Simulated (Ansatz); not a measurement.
# C: the cost of one run

Method: DFT LDA, scalar-relativistic, plane waves, PAW, in Ansatz 0.2.0.

2 further runs of the same task are left out: 2 set aside as unsound or not needed.

**1. Starting point**

Symmetry: Im-3m, No. 229, cubic system. Conventional cell: a = 4.821 Å, b = 4.821 Å, c = 4.821 Å, α = 90.00°, β = 90.00°, γ = 90.00°. C (site symmetry 3m) has 4 C at 1.46 to 1.57 Å in its first shell of neighbours.

Structure file:

```cif
data_structure
_symmetry_space_group_name_H-M 'P 1'
_symmetry_Int_Tables_number 1
_cell_length_a 4.1749
_cell_length_b 4.1749
_cell_length_c 6.8176
_cell_angle_alpha 90.000
_cell_angle_beta 90.000
_cell_angle_gamma 109.471
_cell_volume 112.04
loop_
_atom_site_label
_atom_site_type_symbol
_atom_site_fract_x
_atom_site_fract_y
_atom_site_fract_z
_atom_site_occupancy
C1 C 0.32547 0.00000 0.00000 1
C2 C 0.82547 0.50000 0.50000 1
C3 C 0.33726 0.33726 0.33726 1
C4 C 0.83726 0.83726 0.83726 1
C5 C 0.00000 0.32547 0.00000 1
C6 C 0.50000 0.82547 0.50000 1
C7 C 0.83726 0.83726 0.16274 1
C8 C 0.33726 0.33726 0.66274 1
C9 C 0.00000 0.67453 0.00000 1
C10 C 0.50000 0.17453 0.50000 1
C11 C 0.16274 0.16274 0.16274 1
C12 C 0.66274 0.66274 0.66274 1
C13 C 0.67453 0.00000 0.00000 1
C14 C 0.17453 0.50000 0.50000 1
C15 C 0.66274 0.66274 0.33726 1
C16 C 0.16274 0.16274 0.83726 1
```

It goes back to an entry of the Materials Project, which need not be the stable form.

It is built from the cell relaxed beforehand with the same method (7.00 Å³/atom).

**2. The reference: the undisturbed cell on the scan's mesh**

Contents of input.yaml:

```yaml
crystal:
  lattice:
    - [-2.4103983044, 2.4103983044, 2.4103983044]
    - [2.4103983044, -2.4103983044, 2.4103983044]
    - [4.8207966088, 4.8207966088, 0.0]
  atoms:
    - { symbol: C, position: [0.3254710843, 0.0, 0.0] }
    - { symbol: C, position: [0.8254710843, 0.5, 0.5] }
    - { symbol: C, position: [0.3372644578, 0.3372644578, 0.3372644578] }
    - { symbol: C, position: [0.8372644578, 0.8372644578, 0.8372644578] }
    - { symbol: C, position: [0.0, 0.3254710843, 0.0] }
    - { symbol: C, position: [0.5, 0.8254710843, 0.5] }
    - { symbol: C, position: [0.8372644578, 0.8372644578, 0.1627355422] }
    - { symbol: C, position: [0.3372644578, 0.3372644578, 0.6627355422] }
    - { symbol: C, position: [0.0, 0.6745289157, 0.0] }
    - { symbol: C, position: [0.5, 0.1745289157, 0.5] }
    - { symbol: C, position: [0.1627355422, 0.1627355422, 0.1627355422] }
    - { symbol: C, position: [0.6627355422, 0.6627355422, 0.6627355422] }
    - { symbol: C, position: [0.6745289157, 0.0, 0.0] }
    - { symbol: C, position: [0.1745289157, 0.5, 0.5] }
    - { symbol: C, position: [0.6627355422, 0.6627355422, 0.3372644578] }
    - { symbol: C, position: [0.1627355422, 0.1627355422, 0.8372644578] }
basis:
  ecutwfc: 420
kpoints:
  mp_grid: { grid: [6, 6, 4] }
hamiltonian:
  xc: lda
scf:
  occupations: { method: gaussian, width: 0.05 }
output:
  forces: true
  stress: true
  eigenvalues: true
```

Run with:

```bash
$ ansatz run input.yaml --threads 2 --pin off --max-ram 5120MiB --backend cpu --events-out ev --progress --plain --runs-dir out
```

Q: Estimate wall time and peak memory on 2 threads of Arm Neoverse V2, shared host.

About 4.8 s, with a peak of 0.43 GiB.
